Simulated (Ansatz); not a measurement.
# CH₇InO₂SSi: vertical ionisation energy

An exercise on one series of results from a longer session: the logs are not shown, and one member is left open.

The runs use Ansatz 0.2.0, Gaussian basis; unrestricted cation, the program's frozen cores in correlated methods.

The runs, in order: UKS PBE-D4/def2-TZVPP; UKS r2SCAN-D4/def2-TZVPP; UKS PBE0-D4/def2-TZVPP; UKS B3LYP-D4/def2-TZVPP; UKS wB97X-V/def2-TZVPP; UKS wB97M-V/def2-TZVPP; UKS B2PLYP/def2-TZVPP; UHF-CCSD(T)/def2-TZVPP; UHF-MP2/def2-QZVPP; extrapolation to the limit; then −ε(HOMO) from the neutral's earlier runs with LDA (SPW92), PBE-D4, revPBE-D4, BLYP-D4, r2SCAN-D4, B97M-V, PBE0-D4, B3LYP-D4, r2SCANh-D4, r2SCAN0-D4, HSE06-D4, BHLYP-D4, CAM-B3LYP-D4, LC-ωPBE, ωB97X-V, ωB97M-V.

### Structure used throughout

The geometry comes from an earlier relaxation with PBE0-D4 in a triple-zeta def2 set; it is a stationary point, not always the lowest conformer. In takes the def2 core potential; no spin-orbit term is included.

SMILES `C[O][In]([SH])[O][SiH3]`, 13 atoms, charge 0, spin multiplicity 1.

Atoms are counted from 1 here; the program's logs count them from 0.

Bond lengths: C1–O2 1.408 Å, C1–H7 1.095 Å, C1–H8 1.097 Å, C1–H9 1.097 Å, O2–In3 1.968 Å, In3–S4 2.347 Å, In3–O5 1.978 Å, S4–H10 1.345 Å, O5–Si6 1.627 Å, Si6–H11 1.492 Å, Si6–H12 1.488 Å, Si6–H13 1.492 Å. Angles: O2–C1–H7 107.9°, O2–C1–H8 112.8°, O2–C1–H9 112.7°, H7–C1–H8 107.6°, H7–C1–H9 107.7°, H8–C1–H9 107.9°, C1–O2–In3 121.4°, O2–In3–S4 125.7°, O2–In3–O5 116.4°, S4–In3–O5 117.9°, In3–S4–H10 91.4°, In3–O5–Si6 139.8°, O5–Si6–H11 111.6°, O5–Si6–H12 109.3°, O5–Si6–H13 111.6°, H11–Si6–H12 108.4°, H11–Si6–H13 107.4°, H12–Si6–H13 108.4°.

The first run:

File in.yaml:

```yaml
crystal:
  periodic: [false, false, false]
  atoms:
    - {symbol: C, position_ang: [-0.266703, -0.860098, 1.977941]}
    - {symbol: O, position_ang: [0.893322, -0.070268, 1.858333]}
    - {symbol: In, position_ang: [1.358435, 0.817495, 0.164558]}
    - {symbol: S, position_ang: [3.242230, 2.168782, -0.200420]}
    - {symbol: O, position_ang: [0.117881, 0.527942, -1.348897]}
    - {symbol: Si, position_ang: [-1.277356, -0.239761, -1.681340]}
    - {symbol: H, position_ang: [-0.293780, -1.265879, 2.994090]}
    - {symbol: H, position_ang: [-0.278423, -1.707688, 1.281020]}
    - {symbol: H, position_ang: [-1.188352, -0.284851, 1.824083]}
    - {symbol: H, position_ang: [2.887499, 2.376359, -1.481240]}
    - {symbol: H, position_ang: [-2.385642, 0.227242, -0.797845]}
    - {symbol: H, position_ang: [-1.658842, 0.025637, -3.094410]}
    - {symbol: H, position_ang: [-1.150279, -1.714902, -1.495861]}
basis:
  gaussian: {orbitals: def2-TZVPP}
total_charge: 1
magnetization: {spin_polarized: true, initial_magnetization: 1}
hamiltonian: {xc: pbe, dispersion: d4}
```

Run with:

```sh
ansatz run in.yaml --threads 2 --pin off --events-out ev --progress --plain --max-ram 32768MiB --backend cuda --devices 0, --max-vram 18GiB
```

Steps of the session up to this table: Cation, UKS PBE-D4/def2-TZVPP; Cation, UKS r2SCAN-D4/def2-TZVPP; Cation, UKS PBE0-D4/def2-TZVPP; Cation, UKS B3LYP-D4/def2-TZVPP; Cation, UKS wB97X-V/def2-TZVPP; Cation, UKS wB97M-V/def2-TZVPP; Cation, UKS B2PLYP (frozen core)/def2-TZVPP; Cation, UHF-CCSD(T)/def2-TZVPP; Cation, UHF-MP2/def2-QZVPP.

One table of the session follows, with a row left open; its other results are not shown here.

It belongs to the step «Ionisation energies side by side». For comparison, −ε(HOMO) of the neutral from earlier runs:

| functional | −ε(HOMO) (eV) |
| --- | --- |
| LDA (SPW92) | 6.51 |
| PBE-D4 | 6.35 |
| revPBE-D4 | 6.29 |
| BLYP-D4 | 6.25 |
| r2SCAN-D4 | 6.66 |
| B97M-V | 6.78 |
| PBE0-D4 | 7.83 |
| B3LYP-D4 | 7.58 |
| r2SCANh-D4 | ? |
| r2SCAN0-D4 | 8.04 |
| HSE06-D4 | 7.42 |
| BHLYP-D4 | 9.06 |
| CAM-B3LYP-D4 | 9.22 |
| LC-ωPBE | 10.59 |
| ωB97X-V | 10.24 |
| ωB97M-V | 10.13 |

Estimate the missing values for r2SCANh-D4.

Worked estimate for «−ε(HOMO) (eV)». Against the share of exact exchange, r2SCAN-D4 (0, 6.66), r2SCAN0-D4 (0.25, 8.04) give a slope of 5.52 per unit share; at 0.1 the line stands at 7.21.

As computed: −ε(HOMO) (eV): 7.22. In «−ε(HOMO) (eV)» the line misses by -0.01.
